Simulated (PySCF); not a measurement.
**C6H7FSi: electronic excitations**

Wanted: the electronic excitations of C6H7FSi (`C#C/C=C(F)/C=C/[SiH3]`), by calculation.

Computed with PySCF 2.14.0, with density-fitted response routines of our own, on a single molecule in the gas phase. Atoms count from 0, in the outputs and in this text.

### Step 1. The molecule as given

15 atoms, charge 0, multiplicity 1; geometry from: GFN2-xTB.

Bonds of the start (Å): C0–C1 1.20, C1–C2 1.40, C2–C3 1.35, C3–F4 1.35, C3–C5 1.44, C5–C6 1.34, C6–Si7 1.88, C0–H8 1.05, C2–H9 1.08, C5–H10 1.08, C6–H11 1.08, Si7–H12 1.46, Si7–H13 1.46, Si7–H14 1.46.

### Step 2. Excited states and response: CAM-B3LYP/def2-SVPD

The job: settings as JSON, then the geometry in Å.

```
{"job": {"kind": "uv", "xc": "CAM-B3LYP", "basis": "def2-SVPD", "nstates": 8, "ntriplets": 3}, "charge": 0, "multiplicity": 1}
C      4.394511    -0.029629     0.494850
C      3.261118    -0.340792     0.241482
C      1.934218    -0.689815    -0.047820
C      0.876852     0.086071     0.253409
F      1.088882     1.271913     0.869602
C     -0.500535    -0.231894    -0.024807
C     -1.532049     0.560444     0.288120
Si    -3.336673     0.181526    -0.056910
H      5.384632     0.237069     0.714413
H      1.768043    -1.636638    -0.539979
H     -0.657120    -1.181085    -0.518041
H     -1.305132     1.498469     0.781166
H     -3.447225    -1.121096    -0.715115
H     -3.874248     1.234508    -0.921514
H     -4.059687     0.168937     1.216783
```

Level: TDDFT CAM-B3LYP/def2-SVPD, vertical, gas phase, core orbitals frozen in the response.

On the command line:

```bash
$ OMP_NUM_THREADS=1 python probes_run.py task.json out
```

This one command runs all jobs of the session in turn.

Predict these results of the whole session: lowest singlet (CAM-B3LYP/def2-SVPD); lowest triplet.

**Answer**, as computed:

```
                            quantity                        value
lowest singlet (CAM-B3LYP/def2-SVPD)  4.72 eV (263 nm), f = 0.985
                      lowest triplet                      2.60 eV
```

In words: The lowest singlet, at 4.72 eV, is HOMO→LUMO 0.95 and is bright. The lowest triplet lies 2.12 eV below the lowest singlet (triplets in Tamm-Dancoff, singlets in full TDDFT).
